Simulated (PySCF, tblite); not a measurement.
# C₈H₉ radical: geometry, infrared bands and EPR parameters

Aim: predict the infrared bands and EPR parameters of C₈H₉ radical (`C=C[CH]/C=C\C#CC`).

The runs use tblite 0.8.0 and PySCF 2.14.0, with density-fitted response routines of our own; the level of theory stands in each step. All values are computed, except where a source is named. Atoms are numbered from 0 throughout.

### 1 The molecule as given

17 atoms, charge 0, multiplicity 2; geometry from: force field or distance geometry start.

Bonds of the start (Å): C0–C1 1.33, C1–C2 1.51, C2–C3 1.48, C3–C4 1.32, C4–C5 1.44, C5–C6 1.23, C6–C7 1.47, C0–H8 1.08, C0–H9 1.09, C1–H10 1.08, C2–H11 1.13, C3–H12 1.09, C4–H13 1.09, C7–H14 1.10, C7–H15 1.11, C7–H16 1.11.

### 2 Relaxing the molecule with GFN2-xTB

Job settings and geometry (Å):

```
{"job": {"kind": "relax", "xc": "GFN2-xTB", "basis": "xTB"}, "charge": 0, "multiplicity": 2}
C     -2.983800     1.142000     0.181400
C     -2.341800     0.077900    -0.286600
C     -1.156000    -0.377900     0.536500
C     -0.628700    -1.686700     0.102500
C      0.675000    -1.846300    -0.037900
C      1.555600    -0.729900     0.191900
C      2.298400     0.230400     0.393300
C      3.190500     1.368900     0.664400
H     -2.653300     1.625100     1.093500
H     -3.859400     1.565600    -0.307200
H     -2.659000    -0.426600    -1.188200
H     -1.553500    -0.486500     1.588900
H     -1.253500    -2.557600    -0.070500
H      1.086500    -2.804900    -0.356200
H      2.573100     2.183500     1.063800
H      3.691700     1.677400    -0.280400
H      4.011100     1.057600     1.350600
```

The run is started by

```console
OMP_NUM_THREADS=1 python probes_run.py task.json out
```

This one command runs all jobs of the session in turn.

Log:

```text
step      E/eV     max force
  0    -584.98794    4.410
  1    -585.32268    4.294
  2    -585.49647    4.651
  3    -585.77925    1.246
  4    -585.87582    0.892
  5    -585.95275    0.898
  6    -586.03030    0.986
  7    -586.09287    0.643
  8    -586.13011    0.540
  9    -586.15729    0.580
 10    -586.20671    0.560
 11    -586.24432    0.550
 12    -586.27763    0.612
 13    -586.30710    0.539
 14    -586.33811    0.541
 15    -586.36290    0.561
 16    -586.38617    0.496
 17    -586.40464    0.366
 18    -586.42730    0.280
 19    -586.44156    0.256
 20    -586.45778    0.299
 21    -586.46963    0.306
 22    -586.48296    0.352
 23    -586.49922    0.339
 24    -586.51871    0.446
 25    -586.53783    0.491
 26    -586.55640    0.422
 27    -586.57237    0.433
 28    -586.59007    0.448
 29    -586.61921    0.381
 30    -586.64410    0.309
 31    -586.65655    0.316
 32    -586.66809    0.301
 33    -586.67990    0.261
 34    -586.69041    0.262
 35    -586.69934    0.359
 36    -586.70811    0.334
 37    -586.71760    0.195
 38    -586.72357    0.202
 39    -586.72743    0.168
 40    -586.73083    0.160
 41    -586.73428    0.136
 42    -586.73710    0.134
 43    -586.73962    0.118
 44    -586.74296    0.121
 45    -586.74738    0.193
 46    -586.75378    0.275
 47    -586.76133    0.257
 48    -586.76945    0.277
 49    -586.77620    0.224
 50    -586.78199    0.212
 51    -586.78650    0.185
 52    -586.79077    0.359
 53    -586.79547    0.174
 54    -586.80032    0.112
 55    -586.80246    0.135
 56    -586.80480    0.129
 57    -586.80650    0.121
 58    -586.80806    0.107
 59    -586.80972    0.103
 60    -586.81118    0.113
 61    -586.81237    0.088
 62    -586.81322    0.080
 63    -586.81397    0.079
 64    -586.81509    0.070
 65    -586.81645    0.087
 66    -586.81767    0.097
 67    -586.81896    0.094
 68    -586.82028    0.109
 69    -586.82181    0.112
 70    -586.82340    0.096
 71    -586.82474    0.132
 72    -586.82596    0.111
 73    -586.82706    0.077
 74    -586.82798    0.085
 75    -586.82876    0.066
 76    -586.82949    0.059
 77    -586.82998    0.051
 78    -586.83037    0.058
 79    -586.83073    0.056
 80    -586.83117    0.043
 81    -586.83169    0.045
 82    -586.83222    0.052
 83    -586.83267    0.047
 84    -586.83296    0.053
 85    -586.83316    0.034
 86    -586.83332    0.027
 87    -586.83347    0.024
 88    -586.83355    0.024
 89    -586.83361    0.022
 90    -586.83366    0.020
 91    -586.83374    0.026
 92    -586.83383    0.030
 93    -586.83393    0.029
 94    -586.83400    0.022
 95    -586.83405    0.017
 96    -586.83409    0.017
 97    -586.83414    0.021
 98    -586.83421    0.022
 99    -586.83429    0.021
100    -586.83436    0.021
101    -586.83443    0.019
102    -586.83453    0.028
103    -586.83463    0.035
104    -586.83473    0.027
105    -586.83481    0.029
106    -586.83488    0.031
107    -586.83495    0.052
108    -586.83503    0.031
109    -586.83518    0.033
110    -586.83524    0.029
111    -586.83531    0.022
112    -586.83538    0.026
113    -586.83549    0.045
114    -586.83563    0.047
115    -586.83576    0.030
116    -586.83584    0.018
117    -586.83589    0.025
118    -586.83595    0.034
119    -586.83603    0.030
120    -586.83610    0.020
121    -586.83613    0.012
122    -586.83615    0.017
123    -586.83618    0.021
124    -586.83620    0.014
125    -586.83622    0.008
```

It took 0.75 s on 1 thread of Arm Neoverse V1, shared host; peak memory 0.18 GiB.

Along the way: (not every step is listed)

```tsv
step	energy from step 0 (eV)	largest force (eV/Å)
0	0.0000	4.4098
1	-0.3347	4.2944
2	-0.5085	4.6514
3	-0.7913	1.2465
4	-0.8879	0.8923
5	-0.9648	0.8979
6	-1.0424	0.9858
7	-1.1049	0.6426
8	-1.1422	0.5397
19	-1.4536	0.2559
30	-1.6562	0.3095
41	-1.7463	0.1360
52	-1.8028	0.3588
63	-1.8260	0.0790
74	-1.8400	0.0847
85	-1.8452	0.0341
96	-1.8461	0.0171
107	-1.8470	0.0519
118	-1.8480	0.0337
120	-1.8482	0.0202
121	-1.8482	0.0121
122	-1.8482	0.0173
123	-1.8482	0.0206
124	-1.8483	0.0143
125	-1.8483	0.0081
```

Distances of close pairs at the start and the end, largest changes first:

```tsv
bond	before (Å)	after (Å)	change (Å)
C1–C2	1.514	1.412	-0.102
C2–C3	1.476	1.385	-0.091
C3–C4	1.321	1.379	+0.058
C4–C5	1.440	1.389	-0.051
C2–H11	1.130	1.082	-0.049
C6–C7	1.472	1.443	-0.028
C7–H16	1.114	1.091	-0.023
C7–H15	1.113	1.091	-0.022
```

The final coordinates are the input of the step that follows.

### 3 Harmonic vibrations with GFN2-xTB

Job settings and geometry (Å):

```
{"job": {"kind": "ir", "xc": "GFN2-xTB", "basis": "xTB"}, "charge": 0, "multiplicity": 2}
C     -3.312598     1.037361     0.185186
C     -2.672495    -0.130348    -0.013077
C     -1.273287    -0.294930     0.077964
C     -0.636049    -1.506477    -0.132594
C      0.726028    -1.705637    -0.044158
C      1.635736    -0.703843     0.270586
C      2.434946     0.161956     0.545585
C      3.384772     1.197065     0.876032
H     -2.772724     1.936310     0.430337
H     -4.382023     1.119534     0.106191
H     -3.251162    -1.013150    -0.258663
H     -0.671673     0.569079     0.326078
H     -1.250521    -2.362922    -0.383549
H      1.136285    -2.690587    -0.225099
H      2.874477     2.040498     1.341819
H      3.885879     1.546488    -0.028082
H      4.137412     0.811633     1.564997
```

Log:

```text
mode    cm-1     km/mol
  1      18.9      0.11
  2      61.1      0.24
  3     113.6      0.44
  4     147.5      0.56
  5     183.8      0.52
  6     209.0      2.14
  7     259.0      1.49
  8     298.4      0.23
  9     347.0      0.38
 10     417.7      0.64
 11     462.9      0.71
 12     589.5      0.18
 13     631.3      1.62
 14     729.9      8.77
 15     793.8      4.77
 16     799.2     11.36
 17     833.2     16.14
 18     927.8      0.12
 19     949.7      2.57
 20    1005.4     12.69
 21    1012.0     22.44
 22    1027.0     11.87
 23    1129.3      2.72
 24    1210.2     12.69
 25    1219.8      8.67
 26    1241.7      1.33
 27    1261.9      0.78
 28    1315.0      0.12
 29    1382.1      2.40
 30    1400.2      1.24
 31    1432.3      3.55
 32    1450.9      5.29
 33    1451.1      9.23
 34    1470.7      1.96
 35    1583.8      2.20
 36    2304.2    130.23
 37    2983.0     24.26
 38    2992.3     30.24
 39    3000.9     30.07
 40    3040.6      4.36
 41    3042.8     26.82
 42    3052.1     54.53
 43    3073.4     64.43
 44    3107.0     19.26
 45    3139.5     47.51
```

It took 0.52 s on 1 thread of Arm Neoverse V1, shared host; peak memory 0.18 GiB.

The strongest bands and the atoms that carry them (share of the mass-weighted mode):

```tsv
cm⁻¹	km/mol	atoms
2304	130.2	C6 50 %, C5 48 %
2983	24.3	H15 77 %, H16 13 %
2992	30.2	H16 67 %, H14 19 %
3001	30.1	H14 73 %, H16 14 %
3043	26.8	H10 61 %, H13 18 %
3052	54.5	H13 46 %, H12 41 %
3073	64.4	H11 84 %
3140	47.5	H9 65 %, H8 24 %
```

### 4 EPR parameters: B3LYP/pcH-1

Settings changed since step 3:

```diff
@@ -1,2 +1,2 @@
-{"job": {"kind": "ir", "xc": "GFN2-xTB", "basis": "xTB"}, "charge": 0, "multiplicity": 2}
+{"job": {"kind": "epr", "basis": "pcH-1"}, "charge": 0, "multiplicity": 2}
 C     -3.312598     1.037361     0.185186
```

Method: UKS B3LYP, pcH-1 on C H, non-relativistic, mean-field spin-orbit, GIAO.

Log:

```text
UKS, coarse grid
  cycle   1  E = -310.12014915  |g| = 3.29e-01
  cycle   2  E = -310.12475160  |g| = 3.23e-01
  cycle   3  E = -310.17997505  |g| = 6.32e-02
  cycle   4  E = -310.18095407  |g| = 5.10e-02
  cycle   5  E = -310.18231668  |g| = 1.47e-02
  cycle   6  E = -310.18246714  |g| = 7.86e-03
  cycle   7  E = -310.18255175  |g| = 2.93e-03
  cycle   8  E = -310.18256906  |g| = 1.68e-03
  cycle   9  E = -310.18257187  |g| = 4.85e-04
UKS, final grid
  cycle   1  E = -310.18254067  |g| = 6.83e-04
  cycle   2  E = -310.18254021  |g| = 1.21e-03
  cycle   3  E = -310.18254098  |g| = 1.34e-04
  cycle   4  E = -310.18254099  |g| = 9.81e-05
  cycle   5  E = -310.18254101  |g| = 7.30e-05
  cycle   6  E = -310.18254101  |g| = 1.74e-05
E = -310.18254101 Eh   <S^2> = 0.7943 (exact 0.7500)
g shifts (ppm)      1          2          3
  rmc          -143       -143       -143
  gc             -1         35         28
  oz_so           4        631        692
  total        -140        523        577
hyperfine (MHz)  atom isotope    a_iso     a_fc   dipolar eigenvalues
    0   13C      33.50      33.50    -31.70    -30.22     61.93
    1   13C     -33.97     -33.97    -22.35      9.32     13.04
    2   13C      42.46      42.46    -36.78    -36.29     73.07
    3   13C     -39.50     -39.50    -27.17     11.52     15.64
    4   13C      42.00      42.00    -38.28    -36.34     74.62
    5   13C     -36.59     -36.59    -11.80      0.11     11.68
    6   13C      20.97      20.97    -21.68    -16.10     37.79
    7   13C      -9.36      -9.36     -0.57      0.24      0.33
    8    1H     -24.56     -24.56    -12.61     -1.19     13.80
    9    1H     -25.94     -25.94    -15.44     -0.25     15.69
   10    1H       9.11       9.11     -3.25     -1.73      4.97
   11    1H     -28.62     -28.62    -13.47     -2.08     15.56
   12    1H      11.02      11.02     -3.53     -2.63      6.16
   13    1H     -32.68     -32.68    -17.77     -0.37     18.14
   14    1H       6.63       6.63     -1.45     -1.09      2.54
   15    1H      37.58      37.58     -1.59     -1.16      2.75
   16    1H      19.15      19.15     -1.48     -1.25      2.73
```

It took 88 s on 1 thread of Arm Neoverse V1, shared host; peak memory 0.98 GiB.

Principal g values 2.00218, 2.00284, 2.00290; g(iso) = 2.00264, against 2.00232 for a free electron.

Hyperfine couplings; where a row names several nuclei, a(iso) is their mean (it holds for fast rotation or exchange) and the dipolar term the largest among them:

```tsv
nuclei	isotope	a(iso) (MHz)	a(iso) (G, at g = 2.0023)	largest dipolar term (MHz)
C2	13C	42.5	15.2	73.1
C4	13C	42.0	15.0	74.6
C3	13C	-39.5	-14.1	-27.2
C5	13C	-36.6	-13.1	-11.8
C1	13C	-34.0	-12.1	-22.4
C0	13C	33.5	12.0	61.9
H13	1H	-32.7	-11.7	18.1
H11	1H	-28.6	-10.2	15.6
H9	1H	-25.9	-9.3	15.7
H8	1H	-24.6	-8.8	13.8
H14, H15, H16	1H	21.1	7.5	2.8
C6	13C	21.0	7.5	37.8
H12	1H	11.0	3.9	6.2
C7	13C	-9.4	-3.3	-0.6
```

Mulliken spin populations:

C0 0.42; C1 -0.19; C2 0.47; C3 -0.23; C4 0.48; C5 -0.14; C6 0.25; C7 -0.02; H8 -0.02; H9 -0.02; H10 0.01; H11 -0.02; H12 0.01; H13 -0.02; H14 0.00; H15 0.01; H16 0.01

In first order the couplings over 0.8 MHz of 1H give 256 distinct lines over 69.7 G, if the averaged nuclei exchange fast.

Orbitals, density, ELF and potential are computed afterwards from the orbital file.

ELF in a plane through or near 14 of the atoms.

Ten even steps from ' ' (0.00) to '@' (1.00):
```
                                                        
                                                        
                                                        
                                    ..                  
            ..++==                ##@@%%--              
          ..##@@@@##              @@@@@@**::++**::      
          ::%%@@@@%%              ##@@@@##%%@@@@%%      
        ::==**@@@@::      ..@@%%..  ==--..@@@@@@@@      
      ==%%@@++::**====--  --@@@@##..==@@##++####--      
      **@@@@%%##%%--####::..%%@@**##**..++..            
      --####--**==::%%##++  ::**--##%%::%%##::          
              ==##%%==--**..::%%%%==--%%@@@@@@          
              ==**##++##%%**%%::==--  ==@@@@%%          
              ::--==--++::::%%==@@@@**  ..--..          
                      %%@@##::==@@@@@@..                
                    --@@@@@@..  ##@@@@..                
                    --@@@@%%      --..                  
                      ::--..                            
                                                        
                                                        
```
The map spans 13.8 Å across and 10.9 Å up, centred on the molecule. Atoms in the plane (x, y in Å): C0 (3.2, 1.4), C1 (2.7, 0.1), C2 (1.3, -0.2), C3 (0.8, -1.5), C4 (-0.5, -1.8), C5 (-1.5, -0.9), C6 (-2.5, -0.1), C7 (-3.5, 0.9), H8 (2.5, 2.3), H9 (4.2, 1.6), H10 (3.4, -0.7), H11 (0.6, 0.6), H12 (1.5, -2.3), H13 (-0.8, -2.9).

On the surface of density 0.002 e/bohr³ the electrostatic potential runs, from the 1st to the 99th percentile, from -0.78 V near C5 to 0.88 V near H14.

The spin density lies nearest to C0, C2, C4 about 19 % each; C6 12 %; C1, C3 about 7 % each (beta excess).

### 5 Outcome

| quantity | value |
| --- | --- |
| strongest single infrared mode (GFN2-xTB) | 2304 cm⁻¹, 130 km/mol |
| zero-point energy (GFN2-xTB) | 84.5 kcal/mol |
| g(iso) (B3LYP) | 2.00264 |
| ⟨S²⟩ | 0.794 (exact 0.75) |
| largest a(iso) (averaged by class) | 13C on C2, 42.5 MHz |
| surface potential, 1st and 99th percentile | -0.78 V and 0.88 V |

In words: Relaxing lowered the energy by 1.848 eV in 125 steps; the close pair that moved most is C1–C2, from 1.514 to 1.412 Å. All 45 modes are real, so the xTB geometry is a minimum. The strongest single mode, at 2304 cm⁻¹, moves mainly C6 and C5. GFN2-xTB is a fitted tight-binding method: band positions and strengths are rough. Its intensities can rank the bands wrongly. The largest spin populations lie on C4 (0.48 e), C2 (0.47 e), C0 (0.42 e). The isotropic g lies 0.3 ppt above the free-electron value.
